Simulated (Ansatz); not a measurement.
# H₅OSbSi: one species, many methods

The task here is to estimate one member of a computed series from the others.

Method: functionals in def2-TZVPP, the program's frozen cores in correlated methods; program: Ansatz 0.2.0, Gaussian basis.

The runs, in order: LDA (SPW92), PBE-D4, revPBE-D4, BLYP-D4, r2SCAN-D4, B97M-V, PBE0-D4, B3LYP-D4, r2SCANh-D4, r2SCAN0-D4, HSE06-D4, BHLYP-D4, CAM-B3LYP-D4, LC-ωPBE, ωB97X-V, ωB97M-V, B2PLYP, PBE-QIDH; CCSD(T)/def2-SVP; CCSD(T)/def2-TZVPP; MP2/def2-QZVPP; extrapolation to the limit; RPA on PBE.

## The relaxed structure

An earlier PBE0-D4 in a triple-zeta def2 set relaxation fixed the geometry. Sb takes the def2 core potential; no spin-orbit term is included.

SMILES `[OH][SbH][SiH3]`, 8 atoms, charge 0, spin multiplicity 1.

Atoms are counted from 1 here; the program's logs count them from 0.

Bond lengths: O1–Sb2 1.984 Å, O1–H4 0.960 Å, Sb2–Si3 2.580 Å, Sb2–H5 1.717 Å, Si3–H6 1.485 Å, Si3–H7 1.489 Å, Si3–H8 1.486 Å. Angles: Sb2–O1–H4 109.5°, O1–Sb2–Si3 92.4°, O1–Sb2–H5 95.1°, Si3–Sb2–H5 90.2°, Sb2–Si3–H6 110.8°, Sb2–Si3–H7 108.7°, Sb2–Si3–H8 109.4°, H6–Si3–H7 109.7°, H6–Si3–H8 109.6°, H7–Si3–H8 108.7°.

The first run:

Contents of in.yaml:

```yaml
crystal:
  periodic: [false, false, false]
  atoms:
    - {symbol: O, position_ang: [-1.806337, 0.566414, -0.809762]}
    - {symbol: Sb, position_ang: [0.105558, 0.580520, -1.339041]}
    - {symbol: Si, position_ang: [0.807251, -0.748645, 0.758316]}
    - {symbol: H, position_ang: [-2.356795, 0.529478, -1.595762]}
    - {symbol: H, position_ang: [0.475723, 2.052368, -0.535955]}
    - {symbol: H, position_ang: [0.101378, -0.242487, 1.962490]}
    - {symbol: H, position_ang: [2.277991, -0.607850, 0.942347]}
    - {symbol: H, position_ang: [0.487531, -2.186897, 0.561567]}
basis:
  gaussian: {orbitals: def2-TZVPP}
hamiltonian: {xc: lda}
output: {orbitals: {seedname: orbitals}}
```

Started as:

```console
> ansatz run in.yaml --threads 2 --pin off --events-out ev --progress --plain --max-ram 4352MiB
```

Among the steps run: LDA; PBE-D4 (GGA); revPBE-D4 (GGA); BLYP-D4 (GGA); r2SCAN-D4 (meta-GGA); B97M-V (meta-GGA); PBE0-D4 (hybrid); B3LYP-D4 (hybrid); r2SCANh-D4 (hybrid); r2SCAN0-D4 (hybrid); HSE06-D4 (hybrid); BHLYP-D4 (hybrid); CAM-B3LYP-D4 (range-separated); LC-ωPBE (range-separated); ωB97X-V (range-separated); ωB97M-V (range-separated); B2PLYP (double hybrid); PBE-QIDH (double hybrid).

One table of the session follows, with a row left open; its other results are not shown here.

It belongs to the step «Frontier levels by functional». 

| functional | HOMO (eV) | LUMO (eV) | gap (eV) |
| --- | --- | --- | --- |
| LDA (SPW92) | -6.17 | -2.33 | 3.84 |
| PBE-D4 | -6.03 | -2.12 | 3.90 |
| revPBE-D4 | -5.98 | -2.03 | 3.95 |
| BLYP-D4 | -5.89 | -2.03 | 3.86 |
| r2SCAN-D4 | -6.26 | -1.90 | 4.36 |
| B97M-V | -6.28 | -2.01 | 4.28 |
| PBE0-D4 | -7.04 | -1.34 | 5.70 |
| B3LYP-D4 | -6.86 | -1.56 | 5.30 |
| r2SCANh-D4 | -6.64 | -1.62 | 5.01 |
| r2SCAN0-D4 | -7.20 | -1.21 | 5.99 |
| HSE06-D4 | -6.65 | -1.71 | 4.95 |
| BHLYP-D4 | ? | ? | ? |
| CAM-B3LYP-D4 | -8.24 | -0.38 | 7.86 |
| LC-ωPBE | -9.47 | 0.74 | 10.20 |
| ωB97X-V | -9.17 | 0.61 | 9.77 |
| ωB97M-V | -9.04 | 0.38 | 9.42 |

**Question.** Estimate the row for BHLYP-D4.

Worked estimate for «HOMO (eV)». Against the share of exact exchange, BLYP-D4 (0, -5.89), B3LYP-D4 (0.2, -6.86) give a slope of -4.85 per unit share; at 0.5 the line stands at -8.31.

The run gave: HOMO (eV): -7.93; LUMO (eV): -0.54; gap (eV): 7.39. In «HOMO (eV)» the line misses by -0.38.
